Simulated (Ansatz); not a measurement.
# Al2GeH7N: a ladder of functionals and wavefunction methods

Aim: compute Al2GeH7N with functionals from several rungs and with coupled cluster, and see how far each lands from CCSD(T) at the basis-set limit for the atomisation energy.

Method: functionals in def2-TZVPP, the program's frozen cores in correlated methods; program: Ansatz 0.2.0, Gaussian basis.

Levels to be run: LDA (SPW92), PBE-D4, revPBE-D4, BLYP-D4, r2SCAN-D4, B97M-V, PBE0-D4, B3LYP-D4, r2SCANh-D4, r2SCAN0-D4, HSE06-D4, BHLYP-D4, CAM-B3LYP-D4, LC-ωPBE, ωB97X-V, ωB97M-V, B2PLYP, PBE-QIDH; CCSD(T)/def2-SVP; CCSD(T)/def2-TZVPP; MP2/def2-QZVPP; extrapolation to the limit; RPA on PBE.

## (1) The geometry

An earlier PBE0-D4 in a triple-zeta def2 set relaxation fixed the geometry.

SMILES `[NH2][AlH][AlH][GeH3]`, 11 atoms, charge 0, spin multiplicity 1.

Atoms are counted from 1 here; the program's logs count them from 0.

Bond lengths: N1–Al2 1.773 Å, N1–H5 1.008 Å, N1–H6 1.008 Å, Al2–Al3 2.591 Å, Al2–H7 1.592 Å, Al3–Ge4 2.490 Å, Al3–H8 1.595 Å, Ge4–H9 1.545 Å, Ge4–H10 1.545 Å, Ge4–H11 1.545 Å. Angles: Al2–N1–H5 124.3°, Al2–N1–H6 125.6°, H5–N1–H6 110.1°, N1–Al2–Al3 113.6°, N1–Al2–H7 115.8°, Al3–Al2–H7 130.6°, Al2–Al3–Ge4 118.9°, Al2–Al3–H8 125.8°, Ge4–Al3–H8 115.4°, Al3–Ge4–H9 113.1°, Al3–Ge4–H10 112.4°, Al3–Ge4–H11 112.7°, H9–Ge4–H10 106.0°, H9–Ge4–H11 106.0°, H10–Ge4–H11 106.0°.

## (2) LDA

This LDA is Slater exchange with PW92 correlation.

The input, in.yaml:

```yaml
crystal:
  periodic: [false, false, false]
  atoms:
    - {symbol: N, position_ang: [-0.121695, 2.409035, 0.189518]}
    - {symbol: Al, position_ang: [1.297684, 1.485204, 0.714231]}
    - {symbol: Al, position_ang: [1.059574, -1.070616, 0.362781]}
    - {symbol: Ge, position_ang: [-1.036549, -1.954095, -0.650450]}
    - {symbol: H, position_ang: [-0.951308, 1.998562, -0.209594]}
    - {symbol: H, position_ang: [-0.222104, 3.410792, 0.243777]}
    - {symbol: H, position_ang: [2.497125, 2.340798, 1.316819]}
    - {symbol: H, position_ang: [2.153347, -2.169132, 0.739333]}
    - {symbol: H, position_ang: [-2.070735, -0.849834, -0.966046]}
    - {symbol: H, position_ang: [-0.780431, -2.690457, -1.984167]}
    - {symbol: H, position_ang: [-1.759608, -2.967256, 0.264197]}
basis:
  gaussian: {orbitals: def2-TZVPP}
hamiltonian: {xc: lda}
output: {orbitals: {seedname: orbitals}}
```

Launch:

```bash
> ansatz run in.yaml --threads 4 --pin off --events-out ev --progress --plain --max-ram 10444MiB
```

After this run come: PBE-D4 (GGA); revPBE-D4 (GGA); BLYP-D4 (GGA); r2SCAN-D4 (meta-GGA); B97M-V (meta-GGA); PBE0-D4 (hybrid); B3LYP-D4 (hybrid); r2SCANh-D4 (hybrid); r2SCAN0-D4 (hybrid); HSE06-D4 (hybrid); BHLYP-D4 (hybrid); CAM-B3LYP-D4 (range-separated); LC-ωPBE (range-separated); ωB97X-V (range-separated); ωB97M-V (range-separated); B2PLYP (double hybrid); PBE-QIDH (double hybrid); CCSD(T) in def2-SVP; CCSD(T) in def2-TZVPP; MP2 in def2-QZVPP; RPA on PBE orbitals.

**Question.** What will the summary of the whole plan be? Wanted: atomisation energy, CCSD(T)/CBS; farthest beyond LDA; mean size of error, GGA; mean size of error, meta-GGA; mean size of error, hybrid; mean size of error, range-separated; mean size of error, double hybrid; gap, smallest and largest; T1 diagnostic.

As calculated:

| quantity | value |
| --- | --- |
| atomisation energy, CCSD(T)/CBS | 31.135 eV |
| functionals within 0.311 eV (1.0 %) | r2SCAN-D4, B3LYP-D4, CAM-B3LYP-D4, ωB97X-V, ωB97M-V |
| farthest beyond LDA | revPBE-D4 (-0.978 eV) |
| mean size of error, GGA | 0.630 eV |
| mean size of error, meta-GGA | 0.265 eV |
| mean size of error, hybrid | 0.526 eV |
| mean size of error, range-separated | 0.254 eV |
| mean size of error, double hybrid | 0.682 eV |
| gap, smallest and largest | 2.29 eV (LDA (SPW92)), 8.44 eV (LC-ωPBE) |
| T1 diagnostic | 0.0129 |
| triples share of the correlation energy | 3.4 % |

What this shows: LDA overbinds by 3.443 eV (11 %). PBE-D4 misses by -0.360 eV. Double hybrids carry the basis error of their MP2 part in triple zeta, and no dispersion term here, so their miss is partly the set-up's. The rungs range-separated, meta-GGA miss on average by less than the doubt on the reference (0.311 eV), so they tie. The reference freezes the cores and leaves out relativity and excitations past (T), and its outer-core shells are covered unevenly, so misses under about 0.311 eV can't be ranked. Hartree-Fock recovers 71 % of the binding; the rest is correlation. CCSD(T) in def2-SVP is off by -2.319 eV, more than most functionals: a good method in a small basis is no reference. Orbital gaps span 2.3 to 8.4 eV; exact exchange widens them. Correlated methods include outer-core shells of Ge, which these sets cover unevenly.
